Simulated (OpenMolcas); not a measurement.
# Co⁴⁺ among point charges: CASSCF and CASPT2 levels and susceptibility, part 1 of 2

Aim: the splitting of the states of Co⁴⁺ in the field of 3 point charges, its lowest levels with spin-orbit coupling and its magnetic susceptibility.

Method: state-averaged CASSCF and CASPT2, spin-orbit coupling by RASSI with atomic mean-field integrals. Code: OpenMolcas 26.06.

## 1. What is computed

| Quantity | Value |
| --- | --- |
| Species | Co⁴⁺ (cobalt, Z = 27, 23 electrons) |
| Basis | ANO-RCC-VDZP [5s4p2d1f], 34 functions |
| Scalar Hamiltonian | DKH2, point nucleus |
| Inactive shells | 1s 2s 2p 3s 3p |
| Active space | 5 electrons in 5 orbitals (3d) |
| Some configurations of this space | 3d⁵ |
| Orbitals | optimised for each spin and parity, averaged over all roots |

The outer shells:

3d5
```
3d [↑ ][↑ ][↑ ][↑ ][↑ ]
```

The ion sits among 3 point charges of -1.5 e arranged as a planar triangle (D3h), 2.01 Å from the ion.

The work runs as a chain of OpenMolcas steps in one folder; each step below is one input file. Labels, J, g values, rates, χT and fits are worked out afterwards by a script from the matrices that RASSI stores.

## 2. GATEWAY and SEWARD: basis and integrals

a.inp

```
&GATEWAY
Coord
1

Co 0.0 0.0 0.0
Basis=ANO-RCC-VDZP
Group=NoSym
NoMove
AngMom=0.0 0.0 0.0
AMFI
XField
3 Angstrom 0
2.010000 0.000000 0.000000 -1.500000
-1.005000 1.740711 0.000000 -1.500000
-1.005000 -1.740711 0.000000 -1.500000
&SEWARD
```

On the command line:

```bash
OMP_NUM_THREADS=1 MOLCAS_MEM=1689 MOLCAS_PROJECT=a pymolcas a.inp > a.log
```

The log of the run:

```text
Basis set label: CO.ANO-RCC...5S4P2D1F.

      Electronic valence basis set:
      ------------------
      Associated Effective Charge  27.000000 au
      Associated Actual Charge     27.000000 au
      Nuclear Model: Point charge

      Shell  nPrim  nBasis  Cartesian Spherical Contaminant
         s      21       5        X
         p      15       4        X
         d      10       2                 X
         f       6       1                 X
                  Relativistic Douglas-Kroll-Hess integrals:
                    - DKH order of Hamiltonian: 2
                    - DKH order of Properties : 0
                  Atomic mean-field integrals
```

## 3. CASSCF: sextets, 1 root

a.inp

```
&RASSCF
FileOrb=start.orb
Symmetry=1
Spin=6
nActEl=5 0 0
Inactive=9
Ras2=5
CIRoot=1 1 1
SDav=1
CIMx=300
Iter=120 100
PrWF=0.3
OrbListing=Nothing
MaxOrb=0
>>> COPY $Project.JobIph JOB001
```

On the command line:

```bash
OMP_NUM_THREADS=1 MOLCAS_MEM=1689 MOLCAS_PROJECT=a pymolcas a.inp > a.log
```

start.orb holds the contracted functions of the basis, ordered by shell, or the orbitals of the step before.

The log of the run:

```text
Wave function specifications:
      -----------------------------

      Number of closed shell electrons          18
      Number of electrons in active shells       5
      Max number of holes in RAS1 space          0
      Max nr of electrons in RAS3 space          0
      Number of inactive orbitals                9
      Number of active orbitals                  5
      Number of secondary orbitals              20
      Spin quantum number                      2.5
      State symmetry                             1
Orbital specifications:
      -----------------------

      Symmetry species                           1
                                                 a
      Frozen orbitals                            0
      Inactive orbitals                          9
      Active orbitals                            5
      RAS1 orbitals                              0
      RAS2 orbitals                              5
      RAS3 orbitals                              0
      Secondary orbitals                        20
      Deleted orbitals                           0
      Number of basis functions                 34
      Number of CSFs                             1
      Number of root(s) required                 1
      Iter CI   SX   CI       RASSCF       Energy    max ROT     max BLB   max BLB  Level Ln srch  Step   QN
          iter iter root      energy       change     param      element    value   shift minimum  type update
 Nr of preliminary CI iterations:   1
      Total energies have been shifted. Add                -1000.00 au
        1   1    7    1  -392.00369511    0.00E+00  -2.22E-01*   8  21 1 -7.27E-01*  0.00   0.00    SX    NO
        2   1    7    1  -392.74485087   -7.41E-01*  2.79E-02    9  22 1  3.25E-01*  0.00   0.00    SX    NO
        3   1    6    1  -392.76989196   -2.50E-02* -2.42E-02    8  21 1 -5.51E-02*  0.00   0.00    SX    NO
        4   1    6    1  -392.77312527   -3.23E-03* -1.12E-02    9  22 1  3.95E-02*  0.00   0.00    SX    NO
        5   1    6    1  -392.77390618   -7.81E-04*  3.89E-03    8  21 1 -1.91E-02*  0.00   0.66    QN   YES
        6   1    5    1  -392.77420321   -2.97E-04* -1.16E-04   12  25 1  3.03E-04*  0.00   1.02    QN   YES
        7   1    4    1  -392.77420339   -1.84E-07*  8.55E-06    9  22 1  2.09E-05   0.00   1.01    QN   YES
        8   1    3    1  -392.77420339   -5.01E-10   2.71E-06    8  10 1 -5.08E-06   0.00   1.09    QN   YES
      Convergence after  8 iterations
        9   1    3    1  -392.77420339   -3.68E-11   2.71E-06    9  22 1 -1.46E-06   0.00   1.09    QN   YES
      Natural orbitals and occupation numbers for root  1
      sym 1:   1.000000   1.000000   1.000000   1.000000   1.000000
::    RASSCF root number  1 Total energy:  -1392.77420339
```

## 4. CASSCF: quartets, 24 roots

a.inp

```
&RASSCF
FileOrb=start.orb
Symmetry=1
Spin=4
nActEl=5 0 0
Inactive=9
Ras2=5
CIRoot=24 24 1
SDav=24
CIMx=300
Iter=120 100
PrWF=0.3
OrbListing=Nothing
MaxOrb=0
>>> COPY $Project.JobIph JOB002
```

The log of the run, cut to the lines that bear on the results:

```text
[...]
      Number of active orbitals                  5
[...]
      Spin quantum number                      1.5
[...]
      Active orbitals                            5
[...]
      Number of CSFs                            24
      Number of root(s) required                24
[...]
      Convergence after  7 iterations
[...]
      Natural orbitals and occupation numbers for root  1
      sym 1:   0.867190   0.867190   1.000000   1.132810   1.132810
      Natural orbitals and occupation numbers for root  2
      sym 1:   0.867182   0.867182   1.000000   1.132818   1.132818
      Natural orbitals and occupation numbers for root  3
      sym 1:   0.848298   1.000000   1.151702   1.000000   1.000000
::    RASSCF root number  1 Total energy:  -1392.58400114
::    RASSCF root number  2 Total energy:  -1392.58399518
::    RASSCF root number  3 Total energy:  -1392.58372072
[...]
::    RASSCF root number 21 Total energy:  -1392.44936701
::    RASSCF root number 22 Total energy:  -1392.44936510
::    RASSCF root number 23 Total energy:  -1392.44757018
::    RASSCF root number 24 Total energy:  -1392.44757018
```

## 5. CASSCF: doublets, 75 roots

a.inp

```
&RASSCF
FileOrb=start.orb
Symmetry=1
Spin=2
nActEl=5 0 0
Inactive=9
Ras2=5
CIRoot=75 75 1
SDav=75
CIMx=300
Iter=120 100
PrWF=0.3
OrbListing=Nothing
MaxOrb=0
>>> COPY $Project.JobIph JOB003
```

The log of the run, cut to the lines that bear on the results:

```text
[...]
      Number of active orbitals                  5
[...]
      Spin quantum number                      0.5
[...]
      Active orbitals                            5
[...]
      Number of CSFs                            75
      Number of root(s) required                75
[...]
      Convergence after  7 iterations
[...]
      Natural orbitals and occupation numbers for root  1
      sym 1:   0.927945   1.119831   0.832277   1.120499   0.999448
      Natural orbitals and occupation numbers for root  2
      sym 1:   0.832277   0.927946   0.999448   1.119831   1.120499
      Natural orbitals and occupation numbers for root  3
      sym 1:   1.068306   0.926492   0.909679   1.077441   1.018082
::    RASSCF root number  1 Total energy:  -1392.50166571
::    RASSCF root number  2 Total energy:  -1392.50166571
::    RASSCF root number  3 Total energy:  -1392.50165388
[...]
::    RASSCF root number 27 Total energy:  -1392.44649500
::    RASSCF root number 28 Total energy:  -1392.44643161
::    RASSCF root number 29 Total energy:  -1392.44642763
::    RASSCF root number 30 Total energy:  -1392.44527653
```

## 6. State interaction with spin-orbit coupling

a.inp

```
&RASSI
NrOfJobIphs=3 1 24 75
1
1 2 3 4 5 6 7 8 9 10 11 12 13 14 15 16 17 18 19 20 21 22 23 24
1 2 3 4 5 6 7 8 9 10 11 12 13 14 15 16 17 18 19 20 21 22 23 24 25 26 27
28 29 30 31 32 33 34 35 36 37 38 39 40 41 42 43 44 45 46 47 48 49 50 51
52 53 54 55 56 57 58 59 60 61 62 63 64 65 66 67 68 69 70 71 72 73 74 75
IphNames
JOB001
JOB002
JOB003
EJob
SpinOrbit
DIPRint=1.0
SOCoupling=1000.0
Subsets=2
Property=9
'ANGMOM' 1 'ANGMOM' 2 'ANGMOM' 3 'MLTPL  1' 1 'MLTPL  1' 2 'MLTPL  1' 3
'AMFI' 1 'AMFI' 2 'AMFI' 3
SOProperty=3
'ANGMOM' 1 'ANGMOM' 2 'ANGMOM' 3
```

The log of the run:

```text
SPIN-FREE ENERGIES:
  (Shifted by EMIN (a.u.) =      -1392.7742033905)

 SF State       Relative EMIN(au)   Rel lowest level(eV)    D:o, cm**(-1)      L_eff

     1             0.0000000000        0.0000000000              0.0000         0.0
     2             0.1902022538        5.1756669921          41744.5695         4.0
     3             0.1902082107        5.1758290895          41745.8769         4.0
     4             0.1904826666        5.1832974149          41806.1130         4.0
     5             0.1904826666        5.1832974149          41806.1130         4.0
     6             0.1912066742        5.2029986655          41965.0143         4.0
     7             0.1912066742        5.2029986655          41965.0143         4.0
     8             0.1916560176        5.2152259208          42063.6338         4.0
     9             0.1934151145        5.2630933872          42449.7110         4.0
    10             0.1934151145        5.2630933872          42449.7110         4.0
    11             0.2160291379        5.8784523131          47412.9154         1.3
    12             0.2160291379        5.8784523131          47412.9154         1.3
    13             0.2231026091        6.0709312687          48965.3629         1.0
    14             0.2347609579        6.3881711012          51524.0747         2.0
    15             0.2347609579        6.3881711012          51524.0747         2.0
    16             0.2402593449        6.5377898342          52730.8312         2.0
    17             0.2437145804        6.6318115800          53489.1677         1.9
    18             0.2437145804        6.6318115800          53489.1677         1.9
    26             0.2725376804        7.4161280873          59815.1069         6.0
    27             0.2725376804        7.4161280873          59815.1069         6.0
    28             0.2725495078        7.4164499266          59817.7027         6.0
    29             0.2725495078        7.4164499266          59817.7027         6.0
    30             0.2725772372        7.4172044827          59823.7886         6.0
    31             0.2727348222        7.4214925895          59858.3746         6.0
    32             0.2727391598        7.4216106208          59859.3265         6.0
    33             0.2732546027        7.4356365367          59972.4532         6.0
    34             0.2732546027        7.4356365367          59972.4532         6.0
    35             0.2739019624        7.4532520913          60114.5322         6.0
    36             0.2739019624        7.4532520913          60114.5322         6.0
    37             0.2741782762        7.4607709738          60175.1761         6.0
    38             0.2741782778        7.4607710170          60175.1764         6.0
    39             0.3069871423        8.3535457030          67375.8899         2.3
    40             0.3069871423        8.3535457030          67375.8899         2.3
    41             0.3097207822        8.4279318328          67975.8545         2.1
    42             0.3097207822        8.4279318328          67975.8545         2.1
    43             0.3101744150        8.4402758096          68075.4154         2.0
    44             0.3142430456        8.5509888881          68968.3766         3.0
    45             0.3142551430        8.5513180747          68971.0317         3.0
    46             0.3147008383        8.5634460635          69068.8505         3.0
    47             0.3159631573        8.5977955118          69345.8975         2.9
Eigenvalues of complex Hamiltonian:
   -----------------------------------
  (Shifted by EMIN (a.u.) =      -1392.7742033905)

 SO State       Relative EMIN(au)   Rel lowest level(eV)    D:o, cm**(-1)     J-value

     1            -0.0002313801        0.0000000000              0.0000         2.5
     2            -0.0002313801        0.0000000000              0.0000         2.5
     3            -0.0002307674        0.0000166736              0.1345         2.1
     4            -0.0002307674        0.0000166736              0.1345         2.1
     5            -0.0002295444        0.0000499537              0.4029         1.2
     6            -0.0002295444        0.0000499537              0.4029         1.2
     7             0.1894181291        5.1606260474          41623.2561         3.3
     8             0.1894181291        5.1606260474          41623.2561         3.3
     9             0.1896935410        5.1681203875          41683.7021         3.6
    10             0.1896935410        5.1681203875          41683.7021         3.6
    11             0.1897290703        5.1690871876          41691.4998         3.9
    12             0.1897290703        5.1690871876          41691.4998         3.9
    13             0.1900324261        5.1773419195          41758.0787         3.9
    14             0.1900324261        5.1773419195          41758.0787         3.9
    15             0.1900484204        5.1777771470          41761.5891         3.6
    16             0.1900484204        5.1777771470          41761.5891         3.6
    17             0.1903973908        5.1872731153          41838.1792         3.2
    18             0.1903973908        5.1872731153          41838.1792         3.2
    19             0.1904434518        5.1885264988          41848.2884         3.5
    20             0.1904434518        5.1885264988          41848.2884         3.5
    21             0.1905762478        5.1921400630          41877.4338         3.5
    22             0.1905762478        5.1921400630          41877.4338         3.5
    23             0.1908355302        5.1991954951          41934.3397         3.3
    24             0.1908355302        5.1991954951          41934.3397         3.3
    25             0.1908433176        5.1994074007          41936.0488         4.2
    26             0.1908433176        5.1994074007          41936.0488         4.2
    27             0.1910137709        5.2040456736          41973.4590         3.9
    28             0.1910137709        5.2040456736          41973.4590         3.9
    29             0.1913114907        5.2121470402          42038.8010         4.0
    30             0.1913114907        5.2121470402          42038.8010         4.0
    31             0.1914309512        5.2153977255          42065.0195         5.0
    32             0.1914309512        5.2153977255          42065.0195         5.0
    33             0.1914818101        5.2167816669          42076.1817         4.5
    34             0.1914818101        5.2167816669          42076.1817         4.5
    35             0.1930376990        5.2591195627          42417.6599         1.8
    36             0.1930376990        5.2591195627          42417.6599         1.8
    37             0.1932069855        5.2637260832          42454.8140         1.9
    38             0.1932069855        5.2637260832          42454.8140         1.9
    39             0.1932375182        5.2645569195          42461.5151         2.1
    40             0.1932375182        5.2645569195          42461.5151         2.1
    41             0.1933093366        5.2665111982          42477.2775         2.1
Weights of the five most important spin-orbit-free states for each spin-orbit state.

 SO State  Total energy (au)           Spin-free states, spin, and weights
 -------------------------------------------------------------------------------------------------------
    1        -0.000231       1 2.5  0.9990   13 1.5  0.0006   11 1.5  0.0002   12 1.5  0.0002   18 1.5  0.0000
    2        -0.000231       1 2.5  0.9990   13 1.5  0.0006   12 1.5  0.0002   11 1.5  0.0002   17 1.5  0.0000
    3        -0.000231       1 2.5  0.9990   13 1.5  0.0004   11 1.5  0.0003   12 1.5  0.0003   18 1.5  0.0001
    4        -0.000231       1 2.5  0.9990   13 1.5  0.0004   11 1.5  0.0003   12 1.5  0.0003   18 1.5  0.0001
    5        -0.000230       1 2.5  0.9990   12 1.5  0.0004   11 1.5  0.0004   17 1.5  0.0001   18 1.5  0.0001
    6        -0.000230       1 2.5  0.9990   11 1.5  0.0004   12 1.5  0.0004   18 1.5  0.0001   17 1.5  0.0001
    7         0.189418       2 1.5  0.4902    3 1.5  0.4843    4 1.5  0.0106    5 1.5  0.0106    7 1.5  0.0006
    8         0.189418       2 1.5  0.4902    3 1.5  0.4843    4 1.5  0.0106    5 1.5  0.0106    7 1.5  0.0006
    9         0.189694       4 1.5  0.4956    5 1.5  0.4956    8 1.5  0.0021    7 1.5  0.0018    6 1.5  0.0018
   10         0.189694       4 1.5  0.4956    5 1.5  0.4956    8 1.5  0.0021    7 1.5  0.0018    6 1.5  0.0018
   11         0.189729       2 1.5  0.4724    3 1.5  0.4548    4 1.5  0.0318    5 1.5  0.0318   10 1.5  0.0028
   12         0.189729       2 1.5  0.4724    3 1.5  0.4548    4 1.5  0.0318    5 1.5  0.0318   10 1.5  0.0028
```

These steps: 31 s of run time, 1 thread of Arm Neoverse V1, shared host.

Spin-free states, with their symmetry labels:

| state | degeneracy | E (cm-1) | free-ion L (%) |
| --- | --- | --- | --- |
| 6A1 | 1 | 0 | S (100) |
| 4A2 | 1 | 41745 | G (98) |
| 4A1 | 1 | 41746 | G (98) |
| 4E | 2 | 41806 | G (99) |
| 4E | 2 | 41965 | G (99) |
| 4A1 | 1 | 42064 | G (100) |
| 4E | 2 | 42450 | G (100) |
| 4E | 2 | 47413 | P (79) |
| 4A2 | 1 | 48965 | P (100) |
| 4E | 2 | 51524 | D (97) |
| 4A1 | 1 | 52731 | D (100) |
| 4E | 2 | 53489 | D (77) |
| 2E | 2 | 59815 | I (99) |
| 2E | 2 | 59818 | I (99) |
| 2A1 | 1 | 59824 | I (99) |
| 2A1 | 1 | 59858 | I (99) |
| 2A2 | 1 | 59859 | I (99) |
| 2E | 2 | 59972 | I (99) |
| 2E | 2 | 60115 | I (100) |
| doublet | 2 | 60175 | I (100) |
| 2E | 2 | 67376 | D (70) |
| 2E | 2 | 67976 | D (89) |
| 2A1 | 1 | 68075 | D (100) |
| 2A1 | 1 | 68968 | F (98) |

With spin-orbit coupling:

```json
{"E (cm-1)": "0.0", "Degeneracy": "2", "Label": "E1/2", "2S+1": "6", "g": "2.00 6.01 6.01"}
{"E (cm-1)": "0.1", "Degeneracy": "2", "Label": "E3/2", "2S+1": "6", "g": "0.00 0.00 6.01"}
{"E (cm-1)": "0.4", "Degeneracy": "2", "Label": "E1/2", "2S+1": "6", "g": "0.00 0.00 10.01"}
{"E (cm-1)": "41623", "Degeneracy": "2", "Label": "E3/2", "2S+1": "4", "g": "0.00 0.00 0.05"}
{"E (cm-1)": "41684", "Degeneracy": "2", "Label": "E1/2", "2S+1": "4", "g": "0.13 0.13 1.99"}
{"E (cm-1)": "41691", "Degeneracy": "2", "Label": "E1/2", "2S+1": "4", "g": "0.10 0.10 4.12"}
{"E (cm-1)": "41758", "Degeneracy": "2", "Label": "E1/2", "2S+1": "4", "g": "0.11 0.11 8.12"}
{"E (cm-1)": "41762", "Degeneracy": "2", "Label": "E3/2", "2S+1": "4", "g": "0.00 0.00 1.97"}
{"E (cm-1)": "41838", "Degeneracy": "2", "Label": "E3/2", "2S+1": "4", "g": "0.00 0.00 11.97"}
{"E (cm-1)": "41848", "Degeneracy": "2", "Label": "E1/2", "2S+1": "4", "g": "0.01 0.01 5.87"}
{"E (cm-1)": "41877", "Degeneracy": "2", "Label": "E1/2", "2S+1": "4", "g": "2.16 2.16 3.25"}
{"E (cm-1)": "41934", "Degeneracy": "2", "Label": "E1/2", "2S+1": "4", "g": "0.00 0.00 9.86"}
{"E (cm-1)": "41936", "Degeneracy": "2", "Label": "E1/2", "2S+1": "4", "g": "0.78 3.79 3.79"}
{"E (cm-1)": "41973", "Degeneracy": "2", "Label": "E3/2", "2S+1": "4", "g": "0.00 0.00 4.11"}
{"E (cm-1)": "42039", "Degeneracy": "2", "Label": "E1/2", "2S+1": "4", "g": "0.00 0.00 8.00"}
{"E (cm-1)": "42065", "Degeneracy": "2", "Label": "E1/2", "2S+1": "4", "g": "1.96 5.76 5.76"}
{"E (cm-1)": "42076", "Degeneracy": "2", "Label": "E3/2", "2S+1": "4", "g": "0.00 0.00 5.88"}
{"E (cm-1)": "42418", "Degeneracy": "2", "Label": "E1/2", "2S+1": "4", "g": "0.00 0.00 2.01"}
{"E (cm-1)": "42455", "Degeneracy": "2", "Label": "E1/2", "2S+1": "4", "g": "0.00 0.00 14.00"}
{"E (cm-1)": "42462", "Degeneracy": "2", "Label": "E1/2", "2S+1": "4", "g": "0.00 0.00 6.03"}
{"E (cm-1)": "42477", "Degeneracy": "2", "Label": "E3/2", "2S+1": "4", "g": "0.00 0.00 10.04"}
{"E (cm-1)": "46739", "Degeneracy": "2", "Label": "E1/2", "2S+1": "4", "g": "1.40 1.40 3.82"}
{"E (cm-1)": "47016", "Degeneracy": "2", "Label": "E1/2", "2S+1": "4", "g": "0.16 0.81 0.81"}
{"E (cm-1)": "47333", "Degeneracy": "2", "Label": "E3/2", "2S+1": "4", "g": "0.00 0.00 4.01"}
```

The table of states holds 24 of 65 computed; the rest, higher up, is left out. Labels of spin-orbit levels are those of the rotation subgroup (D3 for D3h). Principal g values are given for doublets only; a zero marks a field direction without first-order Zeeman splitting.

Powder χT (cm³ K/mol): 4.38 at 2 K, 4.38 at 5 K, 4.38 at 10 K, 4.39 at 20 K, 4.39 at 50 K, 4.39 at 100 K, 4.39 at 150 K, 4.39 at 200 K, 4.39 at 250 K, 4.39 at 300 K.

Orbitals of the lowest block (energies include the constant potential of the surroundings):

| shell | space | energy (hartree) | mean occupation | ⟨r²⟩ (bohr²) |
| --- | --- | --- | --- | --- |
| 1s | inactive | -286.8227 | 2.000 | 0.00421 |
| 2s | inactive | -36.5756 | 2.000 | 0.0761 |
| 2p | inactive | -31.3437 | 6.000 | 0.0618 |
| 3s | inactive | -5.6419 | 2.000 | 0.687 |
| 3p | inactive | -4.0245 | 6.000 | 0.743 |
| 3d | RAS2 |  | 5.000 | 0.961 |

(Continued in part 2 of 2.)
